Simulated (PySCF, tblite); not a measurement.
# C4H7BClO2 radical: geometry, infrared bands and EPR parameters

Wanted: the infrared bands and EPR parameters of C4H7BClO2 radical (`[H]/[C]=C\[C@@H](C)OB(O)Cl`), by calculation.

Computed with tblite 0.8.0 and PySCF 2.14.0, with density-fitted response routines of our own, on a single molecule in the gas phase. Atoms count from 0, in the outputs and in this text.

### 1 Starting geometry

15 atoms, charge 0, multiplicity 2; geometry from: force field or distance geometry start.

Bonds of the start (Å): C0–C1 1.34, C1–C2 1.49, C2–C3 1.51, C2–O4 1.38, O4–B5 1.48, B5–O6 1.48, B5–Cl7 1.87, C0–H8 1.09, C1–H9 1.09, C2–H10 1.12, C3–H11 1.10, C3–H12 1.12, C3–H13 1.09, O6–H14 0.99.

### 2 Optimising the geometry with GFN2-xTB

The job: settings as JSON, then the geometry in Å.

```
{"job": {"kind": "relax", "xc": "GFN2-xTB", "basis": "xTB"}, "charge": 0, "multiplicity": 2}
C     -0.430200    -2.059800     1.167700
C     -0.559600    -0.729500     1.262700
C     -0.432400     0.148300     0.060700
C     -1.757600     0.642900    -0.466100
O      0.528400     1.129100     0.224800
B      1.689100     0.902400    -0.665200
O      2.149800    -0.504000    -0.711100
Cl     3.091000     2.108800    -0.404300
H     -0.254900    -2.494700     0.186900
H     -0.736800    -0.222300     2.214000
H     -0.030100    -0.537300    -0.721200
H     -1.606200     1.381400    -1.269000
H     -2.259800    -0.240300    -0.947100
H     -2.412700     1.076200     0.296500
H      3.017700    -0.593200    -0.251400
```

Started as:

```console
OMP_NUM_THREADS=1 python probes_run.py task.json out
```

The driver reads the jobs from task.json and runs them one after another.

**Question.** This job is followed by: GFN2-xTB harmonic vibrations, gas phase; UKS B3LYP, pcH-1 on B C Cl H O, non-relativistic, mean-field spin-orbit, GIAO. What will the session give for the following? strongest single infrared mode (GFN2-xTB); zero-point energy (GFN2-xTB); g(iso) (B3LYP); ⟨S²⟩; largest a(iso) (averaged by class); potential on the surface of density 0.002 e/bohr³, 1st and 99th percentile.

As calculated:

```
                                                                  quantity                  value
                                 strongest single infrared mode (GFN2-xTB)  1343 cm⁻¹, 457 km/mol
                                              zero-point energy (GFN2-xTB)          66.7 kcal/mol
                                                            g(iso) (B3LYP)                2.00227
                                                                      ⟨S²⟩     0.759 (exact 0.75)
                                        largest a(iso) (averaged by class)   13C on C0, 309.4 MHz
potential on the surface of density 0.002 e/bohr³, 1st and 99th percentile     -1.08 V and 2.45 V
```

**Reading.** Over 74 steps the energy fell by 2.019 eV; of the close pairs, O4–B5 changed most, 1.480 to 1.335 Å. No mode is imaginary among the 39: a minimum at this level. The strongest single mode, at 1343 cm⁻¹, moves mainly B5. GFN2-xTB is a fitted tight-binding method: band positions and strengths are rough. Its intensities can rank the bands wrongly. Most of the unpaired spin sits on C0 (1.03 e). The isotropic g lies 0.0 ppt below the free-electron value.
